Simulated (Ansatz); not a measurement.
# Li3SeF: the cost of one run

Method: DFT PBE, scalar-relativistic, plane waves, PAW, in Ansatz 0.2.0.

### Step 1. The structure to begin with

Symmetry: P4/mbm, No. 127, tetragonal system. Conventional cell: a = 6.531 Å, b = 6.531 Å, c = 4.618 Å, α = 90.00°, β = 90.00°, γ = 90.00°. Li (site symmetry m2m) is surrounded by 2 Se at 2.34 Å and 2 F at 3.02 Å. Around Li (site symmetry 4/m) lie 2 Se at 2.31 Å and 4 F at 3.27 Å. Around Se (site symmetry 4/m) lie 6 Li at 2.31 to 2.34 Å. Around F (site symmetry mmm) lie 8 Li at 3.02 to 3.27 Å.

As a file:

```cif
data_structure
_symmetry_space_group_name_H-M 'P 1'
_symmetry_Int_Tables_number 1
_cell_length_a 6.5308
_cell_length_b 6.5308
_cell_length_c 4.6179
_cell_angle_alpha 90.000
_cell_angle_beta 90.000
_cell_angle_gamma 90.000
_cell_volume 196.96
loop_
_atom_site_label
_atom_site_type_symbol
_atom_site_fract_x
_atom_site_fract_y
_atom_site_fract_z
_atom_site_occupancy
Li1 Li 0.78949 0.28949 0.00000 1
Li2 Li 0.71051 0.78949 0.00000 1
Li3 Li 0.50000 0.50000 0.50000 1
Li4 Li 0.21051 0.71051 0.00000 1
Li5 Li 0.28949 0.21051 0.00000 1
Li6 Li 0.00000 0.00000 0.50000 1
Se1 Se 0.50000 0.50000 0.00000 1
Se2 Se 0.00000 0.00000 0.00000 1
F1 F 0.00000 0.50000 0.50000 1
F2 F 0.50000 0.00000 0.50000 1
```

A structure generator made this guess: antiperovskite family, tilts a0a0c+ (P4/mbm, No. 127). Lengths come from tabulated atomic sizes and are only a guess.

### Step 2. Probe: one point on a coarse mesh

Input file input.yaml:

```yaml
crystal:
  lattice:
    - [6.53076546, 0.0, 0.0]
    - [0.0, 6.53076546, 0.0]
    - [0.0, 0.0, 4.61794854]
  atoms:
    - { symbol: Li, position: [0.78949082, 0.28949082, 0.0] }
    - { symbol: Li, position: [0.71050918, 0.78949082, 0.0] }
    - { symbol: Li, position: [0.5, 0.5, 0.5] }
    - { symbol: Li, position: [0.21050918, 0.71050918, 0.0] }
    - { symbol: Li, position: [0.28949082, 0.21050918, 0.0] }
    - { symbol: Li, position: [0.0, 0.0, 0.5] }
    - { symbol: Se, position: [0.5, 0.5, 0.0] }
    - { symbol: Se, position: [0.0, 0.0, 0.0] }
    - { symbol: F, position: [0.0, 0.5, 0.5] }
    - { symbol: F, position: [0.5, 0.0, 0.5] }
basis:
  ecutwfc: 420
kpoints:
  mp_grid: { grid: [4, 4, 4] }
hamiltonian:
  xc: pbe
scf:
  occupations: { method: gaussian, width: 0.1 }
  lower_state_search: "off"
output:
  forces: true
  stress: true
  eigenvalues: true
```

On the command line:

```
> ansatz run input.yaml --threads 1 --pin off --max-ram 2560MiB --backend cpu --events-out ev --progress --plain --runs-dir out
```

What time and memory should one allow on 1 thread of Intel Xeon at 2.60GHz (Ice Lake), shared host?

About 6.1 s, with a peak of 0.51 GiB.
